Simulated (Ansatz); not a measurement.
# C4H4Si: basis-set convergence

One table from this session's results is given with a row withheld; the runs are named, their logs left out.

Method: one geometry, several basis sets; program: Ansatz 0.2.0, Gaussian basis.

Plan: PBE0-D4/def2-SVP; ωB97M-V/def2-SVP; PBE0-D4/def2-QZVPP; ωB97M-V/def2-QZVPP; CCSD(T)/cc-pV(D+d)Z; CCSD(T)/cc-pV(T+d)Z; CCSD(T)/cc-pV(Q+d)Z; the functionals' def2-TZVPP values are taken from earlier runs.

**The relaxed structure**

All runs share one geometry, relaxed beforehand with PBE0-D4 in a triple-zeta def2 set.

9 atoms, charge 0, spin multiplicity 1.

Atoms are counted from 1 here; the program's logs count them from 0.

Bond lengths: C1–C2 1.205 Å, C1–H6 1.066 Å, C2–Si3 1.821 Å, Si3–C4 1.821 Å, Si3–H7 1.481 Å, Si3–H8 1.481 Å, C4–C5 1.205 Å, C5–H9 1.066 Å. Angles: C2–C1–H6 179.8°, C1–C2–Si3 179.3°, C2–Si3–C4 109.7°, C2–Si3–H7 109.3°, C2–Si3–H8 109.3°, C4–Si3–H7 109.3°, C4–Si3–H8 109.3°, H7–Si3–H8 109.9°, Si3–C4–C5 179.3°, C4–C5–H9 179.8°.

Set-up of the first run:

Input file in.yaml:

```yaml
crystal:
  periodic: [false, false, false]
  atoms:
    - {symbol: C, position_ang: [1.986064, -0.068009, 1.693040]}
    - {symbol: C, position_ang: [1.245019, -0.318184, 0.775771]}
    - {symbol: Si, position_ang: [0.139517, -0.713752, -0.616364]}
    - {symbol: C, position_ang: [-1.252921, 0.459594, -0.648381]}
    - {symbol: C, position_ang: [-2.180563, 1.228677, -0.681707]}
    - {symbol: H, position_ang: [2.639623, 0.155608, 2.505083]}
    - {symbol: H, position_ang: [0.896061, -0.611380, -1.885802]}
    - {symbol: H, position_ang: [-0.384559, -2.089255, -0.450097]}
    - {symbol: H, position_ang: [-2.999844, 1.910302, -0.708643]}
basis:
  gaussian: {orbitals: def2-SVP}
hamiltonian: {xc: pbe0, dispersion: d4}
output: {orbitals: {seedname: orbitals}}
```

Launch:

```bash
$ ansatz run in.yaml --threads 2 --pin off --events-out ev --progress --plain --max-ram 32768MiB --backend cpu
```

Among the steps run: PBE0-D4 in def2-SVP; ωB97M-V in def2-SVP; PBE0-D4 in def2-QZVPP; ωB97M-V in def2-QZVPP.

One table of the session follows, with a row left open; its other results are not shown here.

It belongs to the step «Density functionals: the series». 

```
functional       basis  HOMO (eV)  LUMO (eV)
   PBE0-D4    def2-SVP      -8.17      -0.27
   PBE0-D4  def2-TZVPP      -8.24      -0.46
   PBE0-D4  def2-QZVPP          ?          ?
   ωB97M-V    def2-SVP     -10.36       1.86
   ωB97M-V  def2-TZVPP     -10.46       1.59
   ωB97M-V  def2-QZVPP     -10.48       1.47
```

Estimate the missing values for PBE0-D4, def2-QZVPP.

As computed: HOMO (eV): -8.26; LUMO (eV): -0.51. In the column «HOMO (eV)» it lies between ωB97M-V, def2-SVP (-10.36) and PBE0-D4, def2-TZVPP (-8.24).
